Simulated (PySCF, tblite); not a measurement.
**C5H8N2OSi: geometry, infrared bands and NMR shifts**

Aim: predict the infrared bands and NMR shifts of C5H8N2OSi (`C=C(C#N)C[SiH2]NC=O`).

Programs: tblite 0.8.0 and PySCF 2.14.0, with density-fitted response routines of our own. Each step states its level of theory. These are calculated values for one molecule in the gas phase, unless marked as measured. Atoms count from 0, in the outputs and in this text.

## 1. Starting geometry

17 atoms, charge 0, multiplicity 1; geometry from: force field or distance geometry start.

Bonds of the start (Å): C0–C1 1.33, C1–C2 1.43, C2–N3 1.16, C1–C4 1.46, C4–Si5 1.81, Si5–N6 1.77, N6–C7 1.45, C7–O8 1.28, C0–H9 1.08, C0–H10 1.08, C4–H11 1.13, C4–H12 1.13, Si5–H13 1.47, Si5–H14 1.48, N6–H15 1.04, C7–H16 1.07.

## 2. Optimising the geometry with GFN2-xTB

The job: settings as JSON, then the geometry in Å.

```
{"job": {"kind": "relax", "xc": "GFN2-xTB", "basis": "xTB"}, "charge": 0, "multiplicity": 1}
C     -1.694300    -1.586100    -1.288000
C     -1.316800    -1.122700    -0.097000
C     -2.214300    -0.397900     0.743100
N     -2.944800     0.215900     1.405700
C      0.045600    -1.387600     0.369600
Si     1.128600     0.019300     0.725200
N      0.773000     1.557700    -0.084000
C      1.650100     2.671200     0.222300
O      2.617900     2.491700     1.033700
H     -0.952400    -2.131600    -1.847000
H     -2.687900    -1.431300    -1.680900
H      0.503100    -2.081300    -0.395300
H     -0.042200    -2.013000     1.304100
H      1.176800     0.222800     2.183900
H      2.510200    -0.313300     0.317300
H     -0.026800     1.677900    -0.730900
H      1.467100     3.620500    -0.243500
```

Run with:

```console
$ OMP_NUM_THREADS=1 python probes_run.py task.json out
```

One launch serves the whole session: the jobs run in the order shown.

Log:

```text
step      E/eV     max force
  0    -716.97995    4.994
  1    -717.34057    5.314
  2    -717.46095    5.084
  3    -717.54862    2.898
  4    -717.63561    0.427
  5    -717.66165    0.456
  6    -717.70196    0.740
  7    -717.72323    0.495
  8    -717.74051    0.311
  9    -717.74851    0.232
 10    -717.75561    0.226
 11    -717.76226    0.244
 12    -717.76880    0.234
 13    -717.77470    0.228
 14    -717.78022    0.279
 15    -717.78513    0.205
 16    -717.78892    0.170
 17    -717.79183    0.143
 18    -717.79448    0.141
 19    -717.79704    0.138
 20    -717.79931    0.126
 21    -717.80108    0.103
 22    -717.80253    0.096
 23    -717.80405    0.126
 24    -717.80594    0.152
 25    -717.80837    0.167
 26    -717.81138    0.168
 27    -717.81465    0.148
 28    -717.81768    0.144
 29    -717.82041    0.120
 30    -717.82297    0.124
 31    -717.82545    0.167
 32    -717.82811    0.184
 33    -717.83117    0.162
 34    -717.83465    0.184
 35    -717.83801    0.140
 36    -717.84043    0.106
 37    -717.84197    0.112
 38    -717.84325    0.098
 39    -717.84447    0.075
 40    -717.84552    0.069
 41    -717.84632    0.061
 42    -717.84699    0.060
 43    -717.84772    0.067
 44    -717.84849    0.065
 45    -717.84911    0.052
 46    -717.84955    0.049
 47    -717.84991    0.042
 48    -717.85031    0.045
 49    -717.85071    0.045
 50    -717.85102    0.048
 51    -717.85128    0.043
 52    -717.85158    0.048
 53    -717.85195    0.049
 54    -717.85230    0.043
 55    -717.85255    0.031
 56    -717.85271    0.034
 57    -717.85286    0.038
 58    -717.85303    0.028
 59    -717.85317    0.029
 60    -717.85328    0.027
 61    -717.85340    0.029
 62    -717.85358    0.037
 63    -717.85385    0.042
 64    -717.85411    0.039
 65    -717.85428    0.027
 66    -717.85438    0.023
 67    -717.85447    0.022
 68    -717.85462    0.032
 69    -717.85481    0.041
 70    -717.85502    0.055
 71    -717.85524    0.059
 72    -717.85548    0.054
 73    -717.85577    0.044
 74    -717.85609    0.065
 75    -717.85640    0.053
 76    -717.85666    0.055
 77    -717.85689    0.044
 78    -717.85708    0.031
 79    -717.85724    0.038
 80    -717.85736    0.022
 81    -717.85746    0.022
 82    -717.85755    0.031
 83    -717.85766    0.033
 84    -717.85778    0.025
 85    -717.85790    0.028
 86    -717.85808    0.033
 87    -717.85833    0.048
 88    -717.85860    0.056
 89    -717.85884    0.042
 90    -717.85902    0.031
 91    -717.85915    0.032
 92    -717.85926    0.036
 93    -717.85942    0.046
 94    -717.85969    0.052
 95    -717.86008    0.099
 96    -717.86055    0.078
 97    -717.86104    0.088
 98    -717.86149    0.052
 99    -717.86176    0.038
100    -717.86196    0.040
101    -717.86215    0.033
102    -717.86239    0.061
103    -717.86275    0.052
104    -717.86327    0.066
105    -717.86383    0.119
106    -717.86435    0.075
107    -717.86481    0.066
108    -717.86535    0.067
109    -717.86605    0.220
110    -717.86728    0.157
111    -717.86838    0.069
112    -717.86923    0.127
113    -717.86942    0.100
114    -717.86978    0.036
115    -717.87025    0.107
116    -717.87081    0.130
117    -717.87192    0.099
118    -717.87239    0.128
119    -717.87327    0.079
120    -717.87387    0.079
121    -717.87447    0.081
122    -717.87502    0.098
123    -717.87549    0.044
124    -717.87586    0.136
125    -717.87620    0.071
126    -717.87654    0.043
127    -717.87690    0.041
128    -717.87716    0.036
129    -717.87741    0.042
130    -717.87765    0.048
131    -717.87787    0.037
132    -717.87805    0.045
133    -717.87817    0.025
134    -717.87825    0.020
135    -717.87831    0.015
136    -717.87835    0.015
137    -717.87840    0.014
138    -717.87845    0.018
139    -717.87852    0.028
140    -717.87861    0.039
141    -717.87872    0.044
142    -717.87884    0.032
143    -717.87898    0.026
144    -717.87917    0.033
145    -717.87944    0.048
146    -717.87975    0.058
147    -717.88006    0.054
148    -717.88032    0.042
149    -717.88054    0.036
150    -717.88074    0.037
151    -717.88098    0.043
152    -717.88124    0.043
153    -717.88154    0.040
154    -717.88177    0.037
155    -717.88197    0.032
156    -717.88216    0.035
157    -717.88239    0.035
158    -717.88266    0.044
159    -717.88293    0.049
160    -717.88318    0.051
161    -717.88346    0.050
162    -717.88378    0.059
163    -717.88410    0.056
164    -717.88434    0.037
165    -717.88449    0.026
166    -717.88457    0.044
167    -717.88465    0.026
168    -717.88471    0.019
169    -717.88475    0.021
170    -717.88477    0.014
171    -717.88479    0.009
```

It took 1.4 s on 1 thread of Arm Neoverse V1, shared host; peak memory 0.18 GiB.

The steps of the relaxation: (not every step is listed)

| step | energy from step 0 (eV) | largest force (eV/Å) |
| --- | --- | --- |
| 0 | 0.0000 | 4.9940 |
| 1 | -0.3606 | 5.3139 |
| 2 | -0.4810 | 5.0839 |
| 3 | -0.5687 | 2.8983 |
| 4 | -0.6557 | 0.4273 |
| 5 | -0.6817 | 0.4558 |
| 6 | -0.7220 | 0.7398 |
| 7 | -0.7433 | 0.4954 |
| 8 | -0.7606 | 0.3113 |
| 23 | -0.8241 | 0.1257 |
| 38 | -0.8633 | 0.0981 |
| 53 | -0.8720 | 0.0488 |
| 68 | -0.8747 | 0.0320 |
| 83 | -0.8777 | 0.0328 |
| 98 | -0.8815 | 0.0517 |
| 113 | -0.8895 | 0.1004 |
| 128 | -0.8972 | 0.0365 |
| 143 | -0.8990 | 0.0258 |
| 158 | -0.9027 | 0.0445 |
| 166 | -0.9046 | 0.0435 |
| 167 | -0.9047 | 0.0260 |
| 168 | -0.9048 | 0.0187 |
| 169 | -0.9048 | 0.0215 |
| 170 | -0.9048 | 0.0140 |
| 171 | -0.9048 | 0.0094 |

Close pairs (by a distance rule), those that changed most:

```csv
bond,before (Å),after (Å),change (Å)
C4–Si5,1.811,1.920,+0.109
N6–C7,1.450,1.342,-0.108
C7–O8,1.276,1.206,-0.069
C4–H11,1.129,1.090,-0.040
C4–H12,1.128,1.089,-0.039
C7–H16,1.073,1.103,+0.030
N6–H15,1.036,1.007,-0.028
C1–C4,1.464,1.491,+0.026
```

The final coordinates are the input of the step that follows.

## 3. Vibrational analysis with GFN2-xTB

The job: settings as JSON, then the geometry in Å.

```
{"job": {"kind": "ir", "xc": "GFN2-xTB", "basis": "xTB"}, "charge": 0, "multiplicity": 1}
C     -1.683443    -0.924469    -1.248104
C     -1.263397    -1.078655     0.008486
C     -2.167733    -0.857415     1.076669
N     -2.895999    -0.691668     1.946143
C      0.126689    -1.440966     0.406391
Si     1.114208     0.093491     1.003452
N      0.943706     1.216348    -0.338695
C      1.611258     2.366683    -0.161163
O      2.263351     2.561012     0.834716
H     -1.024231    -1.098562    -2.082706
H     -2.696084    -0.639629    -1.477806
H      0.632540    -1.914817    -0.434570
H      0.102276    -2.157262     1.225676
H      0.496363     0.675295     2.187799
H      2.516849    -0.281771     1.140281
H      0.392169     1.081286    -1.170848
H      1.524481     3.103129    -0.977246
```

Log:

```text
mode    cm-1     km/mol
  1      29.0      2.50
  2      46.9      7.17
  3      67.0      4.96
  4     100.3     16.57
  5     112.7     10.03
  6     185.1      6.78
  7     200.5      3.05
  8     272.9     25.72
  9     298.6      2.68
 10     356.4      1.14
 11     487.4    139.17
 12     529.0     14.78
 13     546.4      8.45
 14     583.8     36.30
 15     619.2      4.74
 16     639.2     14.58
 17     675.8     79.80
 18     710.7     62.93
 19     744.2     64.35
 20     760.9    137.90
 21     794.8    109.35
 22     820.1    111.63
 23     844.1     31.68
 24     887.3     27.41
 25     937.8      5.51
 26     966.0     10.92
 27    1102.4      4.80
 28    1135.4      0.82
 29    1207.2     64.94
 30    1278.2     34.15
 31    1330.4    200.70
 32    1366.6    219.44
 33    1399.3      4.35
 34    1464.3      3.58
 35    1658.1     30.58
 36    1736.5    458.11
 37    2312.9    275.82
 38    2327.6    163.27
 39    2377.5    144.51
 40    2811.0    143.39
 41    2994.7     26.85
 42    3014.2     18.81
 43    3100.4     12.10
 44    3132.7     22.66
 45    3458.2      2.79
```

Wall time 0.7 s (1 thread of Arm Neoverse V1, shared host); peak memory 0.18 GiB.

The strongest bands and the atoms that carry them (share of the mass-weighted mode):

```
cm⁻¹  km/mol                                   atoms
 487   139.2  H14 29 %, H13 26 %, H15 13 %, Si5 13 %
1330   200.7             H16 40 %, N6 35 %, H15 16 %
1367   219.4              H16 45 %, C7 27 %, N6 15 %
1736   458.1                        C7 61 %, O8 36 %
2313   275.8                                H14 95 %
2328   163.3                                H13 95 %
2378   144.5                        C2 60 %, N3 39 %
2811   143.4                                H16 94 %
```

## 4. Shielding tensors: PBE0/pcSseg-1

The job, as its differences from that of step 3:

```diff
@@ -1,2 +1,2 @@
-{"job": {"kind": "ir", "xc": "GFN2-xTB", "basis": "xTB"}, "charge": 0, "multiplicity": 1}
+{"job": {"kind": "nmr", "xc": "PBE0", "basis": "pcSseg-1"}, "charge": 0, "multiplicity": 1}
 C     -1.683443    -0.924469    -1.248104
```

With the program's defaults for keys left out, this is: GIAO PBE0/pcSseg-1 NMR shielding, non-relativistic, gas phase.

Log:

```text
coarse grid: 15224 points
cycle   1  E = -668.7237078380  dE =  1.389e+00  |g| = 8.938e-01  |ddm| = 3.872e+00
cycle   2  E = -668.1352090982  dE =  5.885e-01  |g| = 1.912e+00  |ddm| = 2.371e+00
cycle   3  E = -668.8791054324  dE = -7.439e-01  |g| = 2.338e-01  |ddm| = 1.824e+00
cycle   4  E = -668.8893598287  dE = -1.025e-02  |g| = 9.616e-02  |ddm| = 2.324e-01
cycle   5  E = -668.8912111074  dE = -1.851e-03  |g| = 2.174e-02  |ddm| = 8.160e-02
cycle   6  E = -668.8913099641  dE = -9.886e-05  |g| = 6.392e-03  |ddm| = 2.063e-02
cycle   7  E = -668.8913159619  dE = -5.998e-06  |g| = 3.646e-03  |ddm| = 6.014e-03
cycle   8  E = -668.8913185688  dE = -2.607e-06  |g| = 1.038e-03  |ddm| = 3.105e-03
final grid: 144136 points
cycle   9  E = -668.9506265321  dE = -2.200e-05  |g| = 1.141e-02  |ddm| = 2.877e-02
cycle  10  E = -668.9505609601  dE =  6.557e-05  |g| = 2.159e-02  |ddm| = 2.209e-02
cycle  11  E = -668.9506519972  dE = -9.104e-05  |g| = 2.686e-03  |ddm| = 1.566e-02
cycle  12  E = -668.9506534875  dE = -1.490e-06  |g| = 5.522e-04  |ddm| = 2.185e-03
cycle  13  E = -668.9506535358  dE = -4.828e-08  |g| = 2.816e-04  |ddm| = 5.477e-04
cycle  14  E = -668.9506535525  dE = -1.671e-08  |g| = 6.559e-05  |ddm| = 2.569e-04
cycle  15  E = -668.9506535535  dE = -9.811e-10  |g| = 1.513e-05  |ddm| = 6.854e-05
converged SCF energy = -668.9506535535

GIAO shielding tensors (ppm)
atom      isotropic    diamagn.    paramagn.     s11        s22        s33       span
  0 C       53.725     252.620    -198.895    -65.869     71.145    155.899    221.768
  1 C       56.324     261.476    -205.152    -62.280     72.671    158.581    220.861
  2 C       63.723     259.853    -196.130    -58.159    -45.721    295.048    353.207
  3 N      -52.053     340.939    -392.993   -197.235   -188.934    230.009    427.245
  4 C      162.085     253.751     -91.666    145.447    154.488    186.322     40.874
  5 Si     394.832     881.556    -486.724    381.607    390.349    412.540     30.933
  6 N      143.131     329.559    -186.428     29.887    162.688    236.819    206.932
  7 C       18.035     244.344    -226.310    -69.506     25.121     98.489    167.994
  8 O     -116.823     401.469    -518.292   -400.518   -234.264    284.311    684.829
  9 H       25.899      32.296      -6.397     21.566     25.664     30.467      8.901
 10 H       25.722      29.655      -3.933     21.800     24.988     30.377      8.576
 11 H       29.730      32.841      -3.111     26.173     28.082     34.935      8.762
 12 H       29.800      30.548      -0.748     25.841     28.229     35.331      9.490
 13 H       26.598      31.306      -4.707     23.090     25.425     31.280      8.191
 14 H       26.770      30.178      -3.408     23.299     24.940     32.071      8.773
 15 H       27.289      36.861      -9.572     22.045     27.547     32.275     10.230
 16 H       23.326      25.696      -2.370     19.712     22.639     27.627      7.916
```

It took 42 s on 1 thread of Arm Neoverse V1, shared host; peak memory 0.88 GiB.

Shifts follow as δ = σ(reference) − σ, with reference shieldings (ppm) from runs at the same level and on the same kind of geometry: 1H TMS 31.72, 13C TMS 186.9, 29Si TMS 349.2, 15N NH3 267.7, 17O H2O 336.1. The references are single molecules in the gas phase, so shifts against H2O, NH3, PH3, H3PO4 or CFCl3 are not on the usual liquid scales and can be off by tens of ppm. Atoms listed in one row are averaged.

| atoms | environment | σ (ppm) | δ (ppm) | δ scaled to CDCl3 |
| --- | --- | --- | --- | --- |
| C7 | amide carbonyl carbon | 18.0 | 168.9 | 162.9 |
| C0 | terminal =CH2 carbon | 53.7 | 133.2 | 128.1 |
| C1 | fully substituted alkene carbon | 56.3 | 130.6 | 125.6 |
| C2 | nitrile carbon | 63.7 | 123.2 | 118.3 |
| C4 | allylic sp3 CH2 bonded to Si | 162.1 | 24.8 | 22.3 |
| H16 | hydrogen on an amide carbonyl carbon | 23.33 | 8.39 | 8.02 |
| H10 | hydrogen on a terminal =CH2 carbon | 25.72 | 6.00 | 5.76 |
| H9 | hydrogen on a terminal =CH2 carbon | 25.90 | 5.82 | 5.59 |
| H13, H14 | hydrogen on a silicon bonded to C, N | 26.68 | 5.03 | – |
| H15 | hydrogen on an amide-type nitrogen | 27.29 | 4.43 | – |
| H11, H12 | hydrogen on an allylic sp3 CH2 bonded to Si | 29.77 | 1.95 | 1.95 |
| N3 | nitrile nitrogen | -52.1 | 319.8 | – |
| N6 | amide-type nitrogen | 143.1 | 124.6 | – |
| Si5 | silicon bonded to C, N, 2 H | 394.8 | -45.7 | – |
| O8 | amide-type carbonyl oxygen | -116.8 | 452.9 | – |

The scaled column applies a straight-line fit of computed shieldings to shifts measured in CDCl3 (root-mean-square error 0.16 ppm for H, 1.9 ppm for C).

The run also stored atomic charges by several schemes (e):

```csv
atoms,Mulliken,IAO,Hirshfeld,ESP fit
C0,-0.03,-0.30,-0.08,-0.53
C1,-0.40,-0.01,0.02,0.13
C2,0.16,0.13,0.08,0.39
N3,-0.23,-0.23,-0.21,-0.46
C4,-0.42,-0.55,-0.15,-0.61
Si5,0.79,0.90,0.38,0.60
N6,-0.61,-0.61,-0.20,-0.60
C7,0.41,0.32,0.14,0.51
O8,-0.44,-0.47,-0.26,-0.51
```

Mayer bond orders: C0–C1 1.90, C1–C2 1.01, C2–N3 3.02, C1–C4 1.03, C4–Si5 0.85, Si5–N6 0.83, N6–C7 1.20, C7–O8 1.85.

Orbitals, density, ELF and potential are computed afterwards from the orbital file.

Frontier orbitals at PBE0/pcSseg-1, with the share of their density that lies nearest to each atom:

```
orbital  energy (eV)                                   lies on
   HOMO        -7.88                  O8 38 %; C0 15 %; C1 9 %
   LUMO        -1.69  C0, C1 about 24 % each; N3 16 %; C2 10 %
```

ELF in a plane through or near 5 of the atoms.

Ten even steps from '0' (0.00) to '9' (0.99):
```
0000000000000000000000000000
0000000000000000000000000000
0000000000000000000000000000
0000000000000000010000000000
0000000012211001562000000000
0000000035532113884000000000
0000011026211365761000000000
0000135113188396531000000000
0001467301064496775310000000
0002566303742466854541000000
0001346557575003525862000000
0000025477366103788863100000
0000015546799403636462000000
0000058611799503641673000000
0000179700488001455783000000
0000036400010000112451000000
0000000000000000000010000000
0000000000000000000000000000
0000000000000000000000000000
0000000000000000000000000000
```
The map spans 12.1 Å across and 9.0 Å up, centred on the molecule. Atoms in the plane (x, y in Å): C0 (1.9, -1.3), C1 (1.7, 0.0), Si5 (-0.9, 1.1), N6 (-1.5, -0.6), H15 (-0.9, -1.4).

On the surface of density 0.002 e/bohr³ the electrostatic potential runs, from the 1st to the 99th percentile, from -1.76 V near O8 to 2.23 V near H15.

## 5. Outcome

```
                                                              quantity                                   value
                             strongest single infrared mode (GFN2-xTB)                   1736 cm⁻¹, 458 km/mol
                                          zero-point energy (GFN2-xTB)                           74.9 kcal/mol
                                13C shifts against TMS (PBE0/pcSseg-1)    168.9, 133.2, 130.6, 123.2, 24.8 ppm
1H shifts against TMS (PBE0/pcSseg-1, means over atoms taken as alike)  8.39, 6.00, 5.82, 5.03, 4.43, 1.95 ppm
                                15N shifts against NH3 (PBE0/pcSseg-1)                        319.8, 124.6 ppm
                               29Si shifts against TMS (PBE0/pcSseg-1)                               -45.7 ppm
                                17O shifts against H2O (PBE0/pcSseg-1)                               452.9 ppm
                                 surface potential, 1st and 99th percentile                      -1.76 V and 2.23 V
```

**Reading.** Relaxing lowered the energy by 0.905 eV in 171 steps; the close pair that moved most is C4–Si5, from 1.811 to 1.920 Å. No mode is imaginary among the 45: a minimum at this level. The strongest single mode, at 1736 cm⁻¹, moves mainly C7 and O8. Unscaled tight-binding wavenumbers are off by several per cent, some by more. Its intensities can rank the bands wrongly. At PBE0/pcSseg-1: The widest tensor belongs to O8: span 685 ppm, with a paramagnetic part of -518 ppm. At PBE0/pcSseg-1, counted by nearest atom on the grid, the HOMO lies on O8 38 %; C0 15 %, the LUMO on C0, C1 about 24 % each; N3 16 %.
